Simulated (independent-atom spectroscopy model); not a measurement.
**Au on SiC: peak ratios against emission angle**

Aim: the ratio of the Au 4d5/2 peak of the film to the C 1s peak of the substrate as the sample is tilted.

Program: independent-atom spectroscopy model, version 2. Model: angle-resolved photoelectron peak ratio of a uniform film on a substrate: exponential attenuation with lengths from TPP-2M (nominal gaps) and the elastic albedo, Dirac-Hartree-Slater cross sections, magic-angle geometry. All values are calculated.

## 1. The sample

1.2 nm of Au (18.5 g/cm³) on SiC (3.21 g/cm³).

## 2. The run

The inputs of this calculation:

```json
{
  "film": "Au",
  "film_density": 18.5,
  "base": "SiC",
  "base_density": 3.21,
  "photon_energy": 1486.7,
  "film_peak": "Au 4d5/2",
  "base_peak": "C 1s",
  "thickness": 1.2,
  "emission_angle": [0, 10, 20, 30, 40, 45, 50, 55]
}
```

Units: film_density in g/cm³, base_density in g/cm³, photon_energy in eV, thickness in nm, emission_angle in degrees.

What does the calculation give? Wanted: ratio at normal emission; ratio at 55°.

As calculated:

| quantity | value |
| --- | --- |
| ratio at normal emission | 12.9 |
| ratio at 55° | 36.9 |
| attenuation length of the substrate peak in the film | 1.10 nm |
| thickness over that length | 1.09 |

**Reading.** At 0° the substrate keeps 34 % of its signal through 1.1 attenuation lengths of film. Tilting to 55° lengthens the path by 1/cos θ and raises the ratio 2.9-fold. Islands, roughness and grazing exit, where elastic scattering matters more, are outside the model.
